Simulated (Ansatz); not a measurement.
**CH5GeN: one structure at several levels**

One table from this session's results is given with a row withheld; the runs are named, their logs left out.

Computed with Ansatz 0.2.0, Gaussian basis. Level: single points in def2-TZVPP.

Correlated methods freeze the cores. Filled d shells of the heavier atoms are correlated.

### The starting structure

8 atoms, charge 0, spin multiplicity 1.

Atoms are counted from 1 here; the program's logs count them from 0.

Bond lengths: C1–N2 1.427 Å, C1–Ge3 2.166 Å, C1–H4 1.067 Å, C1–H5 1.087 Å, N2–Ge3 2.279 Å, N2–H6 0.945 Å, Ge3–H7 1.537 Å, Ge3–H8 1.534 Å. Angles: N2–C1–Ge3 75.6°, N2–C1–H4 115.3°, N2–C1–H5 119.2°, Ge3–C1–H4 98.1°, Ge3–C1–H5 116.8°, H4–C1–H5 120.4°, C1–N2–Ge3 67.0°, C1–N2–H6 107.6°, Ge3–N2–H6 102.4°, C1–Ge3–N2 37.3°, C1–Ge3–H7 101.8°, C1–Ge3–H8 103.1°, N2–Ge3–H7 75.8°, N2–Ge3–H8 83.9°, H7–Ge3–H8 104.2°.

Geometry (Å):

```mol
CH5GeN
  3D, bonds by distance, orders not assigned

  8  8  0  0  0  0  0  0  0  0999 V2000
   -0.7816    0.5254   -0.4906 C   0  0
   -0.2309    0.5774    0.8244 N   0  0
    0.5941   -1.1462   -0.4172 Ge  0  0
   -1.6880   -0.0295   -0.5837 H   0  0
   -0.5498    1.3213   -1.1935 H   0  0
    0.4823    1.1969    0.8114 H   0  0
    1.8415   -0.4993    0.2046 H   0  0
    0.0219   -2.0165    0.7089 H   0  0
  1  2  8  0
  1  3  8  0
  1  4  8  0
  1  5  8  0
  2  3  8  0
  2  6  8  0
  3  7  8  0
  3  8  8  0
M  END
```

The first run:

The input, run/in.yaml:

```yaml
crystal:
  periodic: [false, false, false]
  atoms:
    - {symbol: C, position_ang: [-0.781600, 0.525400, -0.490600]}
    - {symbol: N, position_ang: [-0.230900, 0.577400, 0.824400]}
    - {symbol: Ge, position_ang: [0.594100, -1.146200, -0.417200]}
    - {symbol: H, position_ang: [-1.688000, -0.029500, -0.583700]}
    - {symbol: H, position_ang: [-0.549800, 1.321300, -1.193500]}
    - {symbol: H, position_ang: [0.482300, 1.196900, 0.811400]}
    - {symbol: H, position_ang: [1.841500, -0.499300, 0.204600]}
    - {symbol: H, position_ang: [0.021900, -2.016500, 0.708900]}
basis:
  gaussian: {orbitals: def2-TZVPP}
correlation: {method: ccsd_t}
output: {forces: true}
```

The command line of these runs was not kept.

Steps of the session up to this table: CCSD(T)/def2-TZVPP; PBE0-D4/def2-TZVPP; wB97M-V/def2-TZVPP; r2SCAN-D4/def2-TZVPP; PBE-D4/def2-TZVPP; CAM-B3LYP-D4/def2-TZVPP; BLYP-D4/def2-TZVPP.

One of the session's tables, all rows but one given; the rest of the session is left out.

```
      method  RMS force component (eV/Å)  angle to CCSD(T) forces (°)  dipole (D)
     CCSD(T)                       1.576                    reference        1.75
     PBE0-D4                       1.703                          6.7        1.77
     wB97M-V                           ?                            ?           ?
   r2SCAN-D4                       1.631                          3.3        1.72
      PBE-D4                       1.650                          5.6        1.69
CAM-B3LYP-D4                       1.715                          9.6        1.88
     BLYP-D4                       1.563                          8.5        1.78
```

**Question.** Estimate the row for wB97M-V.

As computed: RMS force component (eV/Å): 1.715; angle to CCSD(T) forces (°): 8.8; dipole (D): 1.87.
